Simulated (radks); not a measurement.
# Valence configurations of Bi⁺

The task here is to estimate one member of a computed series from the others.

Program: radks (a radial shooting solver on a logarithmic mesh, Libxc functionals) version 1. Level of theory: non-relativistic Kohn-Sham, PBEsol, spin-polarised, spherical densities, point nucleus; open shells are filled with parallel spins first. These are calculated values, not measurements, unless marked.

## The atom as given

- element: bismuth (Z = 83)
- charge: +1
- electrons: 82
- configuration: [Hg] 6p2
- others tried: [Xe] 4f14 5d8 6s2 6p4; [Xe] 4f14 5d9 6s2 6p3; [Xe] 4f14 5d10 6s1 6p3; [Xe] 4f13 5d9 6s2 6p4; [Xe] 4f13 5d10 6s2 6p3; [Xe] 4f12 5d9 6s2 6p5; [Xe] 4f13 5d10 6s1 6p4; [Xe] 4f12 5d10 6s2 6p4

Outer shells as boxes (Hund's rule):

Bi⁺
```
[Hg] core
6p [↑ ][↑ ][  ]
```

Set-up of the first run:

Input:

```text
Z 83
configuration [Hg] 6p2
relativity non-relativistic
functional pbe_sol,pbe_sol
spin polarised
nucleus point
```

Among the steps run: [Hg] 6p2.

One table of the session follows, with a row left open; its other results are not shown here.

It belongs to the step «[Hg] 6p2». Sizes of the orbitals, from the radial functions (bohr):

```
  level     <r>  outermost maximum (interpolated)  90 % within  nodes
  5p up  0.9890                             0.898         1.42      3
5p down  0.9884                             0.898         1.42      3
  5d up   1.214                              1.03         1.82      2
5d down   1.207                              1.03         1.80      2
  6s up   2.385                              2.10         3.44      5
6s down   2.367                              2.07         3.43      5
  6p up   2.840                              2.45         4.15      4
6p down       ?                                 ?            ?      ?
```

Q: Estimate the row for 6p down from the others.

As computed: <r>: 2.862; outermost maximum (interpolated): 2.43; 90 % within: 4.23; nodes: 4. In the column «<r>» it is the highest.

Caveats from the session: Relativity is left out, which favours d and f over s occupation in heavy atoms.
